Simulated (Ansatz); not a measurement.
# HfN2: the cost of one run

The runs use Ansatz 0.2.0, Gaussian basis; def2-TZVPP, core rule «outside noble gas», up to 6 orbitals frozen.

The runs, in order: UHF; CCSD(T) on ROHF; CCSD(T) on UHF; CCSDT(Q) on ROHF; CCSDT(Q) on UHF.

11 further runs of the same task are left out: 5 for a known fault of the program, 6 set aside as unsound or not needed.

## Step 1: The system

The geometry is a PBE0/def2-TZVP stationary point (not a proven minimum) of the parent state, kept for this charge and spin. No spin-orbit coupling is included. Elements past krypton take def2 core potentials.

3 atoms, charge 1, spin multiplicity 2.

Atoms are counted from 1 here; the program's logs count them from 0.

Bond lengths: Hf1–N2 2.013 Å, N2–N3 1.138 Å. Angles: Hf1–N2–N3 180.0°.

## Step 2: UHF

Contents of in.yaml:

```yaml
crystal:
  periodic: [false, false, false]
  atoms:
    - {symbol: Hf, position_ang: [0.000000, 0.000000, 1.721150]}
    - {symbol: N, position_ang: [0.000000, 0.000000, -0.291439]}
    - {symbol: N, position_ang: [0.000000, 0.000000, -1.429711]}
basis:
  gaussian: {orbitals: def2-TZVPP}
total_charge: 1
magnetization: {spin_polarized: true, initial_magnetization: 1}
hamiltonian: {xc: hf}
output: {orbitals: {seedname: orbitals}}
```

The run is started by

```sh
$ ansatz run in.yaml --threads 1 --pin off --events-out ev --progress --plain --max-ram 2816MiB --backend cpu
```

Q: Estimate wall time and peak memory on 1 thread of AMD EPYC 7R13, shared host.

About 33 s, with a peak of 0.3 GiB.
